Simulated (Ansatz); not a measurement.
NaLaMnMoO6:

```xyz
10
Lattice="-2.7229 2.7229 3.8989 2.7229 -2.7229 3.8989 2.7229 2.7229 -3.8989" Properties=species:S:1:pos:R:3 pbc="T T T"
Na    2.7229    0.0000    1.9494
La    0.0000    2.7229    1.9494
Mn    0.0000    0.0000    3.8989
Mo    0.0000    0.0000    0.0000
O     1.6123    1.1308    0.0001
O     1.5921   -1.1106    3.8988
O     1.1106    1.5921    3.8990
O     1.1308    3.8336   -0.0001
O     0.0000    0.0000    1.9646
O     0.0000    0.0000    5.8332
```

The cell was built by a generator and needn't be a form met in nature.

| Item | Value |
| --- | --- |
| Program | Ansatz 0.2.0 |
| Task | relaxation of cell and atoms |
| Functional | PBE |
| Dispersion | D3(BJ) |
| Potentials or basis | Ansatz PAW |
| Cutoff | 420 eV (not typed: the program's choice for these potentials) |
| k mesh | 5 × 5 × 5 |
| Occupations | fermi-dirac, width 0.05 eV |
| Spin | collinear spin, ferromagnetic start |
| Starting moments | [0.0, 0.0, 4.0, 1.0, 0.0, 0.0, 0.0, 0.0, 0.0, 0.0] μB |

At the start: volume 11.56 Å³/atom.

**Question.** How do energy, volume and symmetry change on relaxing?

**Answer.** It ends after 10 steps and the volume is 11.33 Å³/atom (-2.0 %); space group I-4 (No. 82, to 0.05 Å); moment 1.80 μB per cell.

Step by step:
| step | energy change (eV) | largest force (eV/Å) | volume (Å³) |
| --- | --- | --- | --- |
| 1 | 0.0000 | 0.1171 | 115.63 |
| 2 | -0.0249 | 0.1446 | 113.94 |
| 3 | -0.0290 | 0.1226 | 113.61 |
| 4 | -0.0321 | 0.0947 | 113.10 |
| 5 | -0.0317 | 0.0080 | 113.42 |
| 6 | -0.0319 | 0.0041 | 113.39 |
| 7 | -0.0319 | 0.0012 | 113.39 |
| 8 | -0.0240 | 0.0012 | 113.39 |
| 9 | -0.0244 | 0.0020 | 113.30 |
| 10 | -0.0240 | 0.0020 | 113.30 |

Final structure:
```cif
data_structure
_symmetry_space_group_name_H-M 'P 1'
_symmetry_Int_Tables_number 1
_cell_length_a 5.4391
_cell_length_b 5.4391
_cell_length_c 5.4391
_cell_angle_alpha 120.276
_cell_angle_beta 120.276
_cell_angle_gamma 89.523
_cell_volume 113.30
loop_
_atom_site_label
_atom_site_type_symbol
_atom_site_fract_x
_atom_site_fract_y
_atom_site_fract_z
_atom_site_occupancy
Na1 Na 0.25000 0.75000 0.50000 1
La1 La 0.75000 0.25000 0.50000 1
Mn1 Mn 0.50000 0.50000 0.00000 1
Mo1 Mo 0.00000 0.00000 0.00000 1
O1 O 0.20701 0.29958 0.50407 1
O2 O 0.29705 0.79299 0.09257 1
O3 O 0.79551 0.70295 0.49593 1
O4 O 0.70042 0.20449 0.90743 1
O5 O 0.25321 0.25321 0.00000 1
O6 O 0.74679 0.74679 0.00000 1
```

Caveat: the plane-wave basis is chosen anew once the cell has moved, so the energies of steps on either side of that aren't comparable; the pressure holds a Pulay correction of +0.6 GPa for the finite cutoff; a cell with one magnetic atom can't hold antiferromagnetic order, which such compounds often take; pairwise dispersion overbinds metals, which lowers pressure and volume; the starting moments weren't kept.
